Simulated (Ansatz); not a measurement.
# SiNHF3 (SMILES [NH][Si](F)(F)F) at 6 levels

We compute a comparison of 6 runs (U-revPBE/6-31G*, U-wB97X/6-31G*, UHSE06/6-31G*, USVWN5/6-31G*, RPA@PBE0/6-31G*, UBCCD(T)/6-31G*) of SiNHF3. 

The results are computed with Ansatz 0.2.0.

86 further runs of the same task are left out: 2 that didn't finish, 84 set aside as unsound or not needed. Runs told in other sessions of the task aren't counted.

**1. The structure to begin with**

SiNHF3 has 6 atoms, charge 0, and is taken as a doublet. SMILES: `[NH][Si](F)(F)F`. The Si2–F3 distance was set to 2.821 Å, away from the relaxed value. At this shape a bond of the SMILES string is far longer than usual.

Bond lengths: N1–Si2 1.723 Å, Si2–F4 1.573 Å, Si2–F5 1.573 Å, N1–H6 1.021 Å. Angles: N1–Si2–F4 111.5°, N1–Si2–F5 111.4°, F4–Si2–F5 108.9°, Si2–N1–H6 114.3°. A long bond or contact: Si2–F3 2.821 Å.

**2. A single-point energy at U-revPBE/6-31G(d) (spherical functions) (run 1)**

Input file job.yaml:

```yaml
crystal:
  periodic: [false, false, false]
  atoms:
    - {symbol: N, position_ang: [-0.749948, 0.222854, 1.887058]}
    - {symbol: Si, position_ang: [0.418152, -0.471346, 0.827058]}
    - {symbol: F, position_ang: [-0.087100, 0.387600, -1.812600]}
    - {symbol: F, position_ang: [0.347652, -2.043146, 0.842958]}
    - {symbol: F, position_ang: [1.876852, -0.022146, 1.208758]}
    - {symbol: H, position_ang: [-0.640748, -0.046346, 2.866358]}
basis:
  gaussian:
    orbitals: 6-31G_st_-spherical.json
magnetization:
  spin_polarized: true
  initial_magnetization: 1
hamiltonian:
  xc: {name: revPBE}
accuracy: high
output:
  orbitals: {seedname: orbitals}
```

The basis set 6-31G* is read from a file made from the Basis Set Exchange's data (not shown).

On the command line:

```sh
$ ansatz run job.yaml --threads 1 --pin off --max-ram 3480MiB --events-out events.jsonl --progress --plain --runs-dir runs
```

The log of the run:

```text
Warning: RAYON_NUM_THREADS=1 ignored (pool sized by the plan → 1); use --threads N
Functional definition: revPBE
  name "revPBE"
  parameter kappa = 1.245
  parameter beta = 0.06672455060314922
  exchange = pbe_x(kappa = kappa, mu = beta*pi^2/3)
  correlation = pbe_c(beta = beta)
1570 factors; integrals over basis functions are off by at most 8.4e-9 eV
mean field evaluation 1: about -17510.9574 eV, gradient 5.7e1 eV
mean field evaluation 2: about -17397.4984 eV, gradient 1.2e2 eV
mean field evaluation 4: about -17519.0136 eV, gradient 4.1e1 eV
mean field evaluation 8: about -17527.0093 eV, gradient 3.6e0 eV
mean field evaluation 16: about -17527.0646 eV, gradient 1.7e-1 eV
mean field evaluation 32: about -17527.0648 eV, gradient 1.2e-5 eV
mean field evaluation 64: about -17525.3279 eV, gradient 1.4e1 eV
mean field evaluation 96: about -17524.4409 eV, gradient 6.4e0 eV
mean field evaluation 128: about -17527.0140 eV, gradient 8.7e-1 eV
mean field -17527.06477222 eV, -644.1077501078 hartree, gradient 2.3e-8 eV, S^2 0.759886; 10 other end points of the search recorded, 0 dependent functions left out
reference -17527.06477632 eV, -644.1077502585 hartree; 25, 24 occupied and 51, 52 virtual orbitals, 1570 factors
Total energy: -17527.06477632 eV, -644.1077502585 hartree
```

Wall time 24 s (1 thread of Arm Neoverse V1, shared host); peak memory 0.23 GiB.

**3. A single-point energy at U-wB97X/6-31G(d) (spherical functions) (run 2)**

Input file molecule.yaml:

```yaml
basis:
  gaussian:
    orbitals: 6-31G_st_-spherical.json
crystal:
  periodic: [false, false, false]
  atoms:
    - {symbol: "N", position_ang: [-0.749948, 0.222854, 1.887058]}
    - {symbol: Si, position_ang: [0.418152, -0.471346, 0.827058]}
    - {symbol: F, position_ang: [-0.087100, 0.387600, -1.812600]}
    - {symbol: F, position_ang: [0.347652, -2.043146, 0.842958]}
    - {symbol: F, position_ang: [1.876852, -0.022146, 1.208758]}
    - {symbol: H, position_ang: [-0.640748, -0.046346, 2.866358]}
magnetization:
  spin_polarized: true
  initial_magnetization: 1
hamiltonian:
  xc: {name: wB97X}
accuracy: high
output: {orbitals: {seedname: orbitals}}
```

The basis set 6-31G* is read from a file made from the Basis Set Exchange's data (not shown).

On the command line:

```sh
$ ansatz run molecule.yaml --threads 1 --pin off --max-ram 3480MiB --events-out events.jsonl --progress --plain --runs-dir runs
```

The log of the run, shortened:

```text
Warning: RAYON_NUM_THREADS=1 ignored (pool sized by the plan → 1); use --threads N
Functional definition: wB97X
  name "wB97X"
[...]
      + exact_x_lr(omega)
[...]
      + integral(e_c_pw_opposite_spin*poly(b97_u_opposite, 1, cos1, cos2, cos3, cos4))
1570 factors; integrals over basis functions are off by at most 8.4e-9 eV
339 factors; integrals over basis functions are off by at most 1.9e-9 eV
[...]
mean field -17529.17058331 eV, -644.1851372379 hartree, gradient 2.6e-8 eV, S^2 1.111734; 5 other end points of the search recorded, 0 dependent functions left out
reference -17529.17058056 eV, -644.1851371369 hartree; 25, 24 occupied and 51, 52 virtual orbitals, 1570 factors
Total energy: -17529.17058056 eV, -644.1851371369 hartree
```

It took 81 s on 1 thread of Arm Neoverse V1, shared host; peak memory 0.71 GiB.

Runs 3 to 4 aren't shown in full; the table further down has their settings and results.

**4. A single-point energy at RPA@PBE0/6-31G(d) (spherical functions) (run 5)**

Edit job.yaml of step 2 so:

```diff
@@ -3,3 +3,3 @@
   atoms:
-    - {symbol: N, position_ang: [-0.749948, 0.222854, 1.887058]}
+    - {symbol: "N", position_ang: [-0.749948, 0.222854, 1.887058]}
     - {symbol: Si, position_ang: [0.418152, -0.471346, 0.827058]}
@@ -16,5 +16,6 @@
 hamiltonian:
-  xc: {name: revPBE}
+  xc: pbe0
+correlation:
+  method: rpa
+  frozen_orbitals: {F: 1, H: 0, "N": 1, Si: 5}
 accuracy: high
-output:
-  orbitals: {seedname: orbitals}
```

The basis set 6-31G* is read from a file made from the Basis Set Exchange's data (not shown).

On the command line:

```sh
$ ansatz run job.yaml --threads 1 --pin off --max-ram 3480MiB --events-out events.jsonl --progress --plain --runs-dir runs
```

The log of the run, shortened:

```text
Warning: RAYON_NUM_THREADS=1 ignored (pool sized by the plan → 1); use --threads N
Functional definition: PBE0
  name "PBE0"
[...]
1570 factors; integrals over basis functions are off by at most 8.4e-9 eV
[...]
mean field -17518.98464349 eV, -643.8108108539 hartree, gradient 2.1e-8 eV, S^2 1.145238; 6 other end points of the search recorded, 0 dependent functions left out
9 core orbitals not correlated: weight in the atoms' cores, before any rotation towards them, 1.000 or more for the frozen orbitals, at most 0.000 for the correlated occupied ones
reference -17474.95243698 eV, -642.1926571106 hartree; 16, 15 occupied and 51, 52 virtual orbitals, 1570 factors
Total energy: -17501.84445118 eV, -643.1809204046 hartree
```

Run time: 27 s. Hardware: 1 thread of Arm Neoverse V1, shared host; peak memory 0.45 GiB.

**5. The energy at UBCCD(T)/6-31G(d) (spherical functions) (run 6)**

Input file molecule.yaml:

```yaml
crystal:
  periodic: [false, false, false]
  atoms:
    - {symbol: "N", position_ang: [-0.749948, 0.222854, 1.887058]}
    - {symbol: Si, position_ang: [0.418152, -0.471346, 0.827058]}
    - {symbol: F, position_ang: [-0.087100, 0.387600, -1.812600]}
    - {symbol: F, position_ang: [0.347652, -2.043146, 0.842958]}
    - {symbol: F, position_ang: [1.876852, -0.022146, 1.208758]}
    - {symbol: H, position_ang: [-0.640748, -0.046346, 2.866358]}
basis:
  gaussian: {orbitals: 6-31G_st_-spherical.json}
correlation: {method: bccd_t, frozen_orbitals: {F: 1, H: 0, "N": 1, Si: 5}}
accuracy: high
magnetization: {spin_polarized: true, initial_magnetization: 1}
scf: {omitted_lower_state_checks: [cluster_reference, increment]}
```

The basis set 6-31G* is read from a file made from the Basis Set Exchange's data (not shown).

On the command line:

```sh
$ ansatz run molecule.yaml --threads 1 --pin off --max-ram 3480MiB --events-out events.jsonl --progress --plain --runs-dir runs
```

The log of the run:

```text
Warning: RAYON_NUM_THREADS=1 ignored (pool sized by the plan → 1); use --threads N
[... 20 lines left out ...]
9 core orbitals not correlated: weight in the atoms' cores, before any rotation towards them, 1.000 or more for the frozen orbitals, at most 0.000 for the correlated occupied ones
[... 63 lines left out ...]
Total energy: -17496.31153375 eV, -642.9775894395 hartree
Checks for a lower state left out: cluster_reference, increment
```

Wall time 2.8 min (1 thread of Arm Neoverse V1, shared host); peak memory 0.93 GiB.

**6. All runs side by side**

```
run                                  level  frozen core orbitals  energy (Eh)  HOMO energy (eV)  LUMO energy (eV)   ⟨S²⟩  wall time
  1  U-revPBE/6-31G* (spherical functions)                     –  -644.107750             -6.43             -6.23  0.760       24 s
  2   U-wB97X/6-31G* (spherical functions)                     –  -644.185137            -10.18             -2.70  1.112       81 s
  3    UHSE06/6-31G* (spherical functions)                     –  -643.790633             -7.70             -5.33  1.141       23 s
  4    USVWN5/6-31G* (spherical functions)                     –  -640.775054             -6.81             -6.75  0.756       11 s
  5  RPA@PBE0/6-31G* (spherical functions)                     9  -643.180920                 –                 –  1.145       27 s
  6  UBCCD(T)/6-31G* (spherical functions)                     9  -642.977589                 –                 –  1.635    2.8 min
```

**7. Outcome**

```
                                          quantity          value
                               run 6: total energy  -642.97759 Eh
run 6: correlation energy (9 core orbitals frozen)     -730.4 mEh
                             run 6: (T) correction     -23.06 mEh
          run 6: ⟨S²⟩ of the reference determinant          1.635
```

What this shows: Totals of different functionals can't be ranked against each other. Spin contamination of the reference: run 6 ⟨S²⟩ = 1.64, run 5 ⟨S²⟩ = 1.15, run 3 ⟨S²⟩ = 1.14, run 2 ⟨S²⟩ = 1.11. Where it is this large, the reference is a mixture of spin states, and values that rest on it are in doubt. All runs together took 5.6 min, the longest 2.8 min.
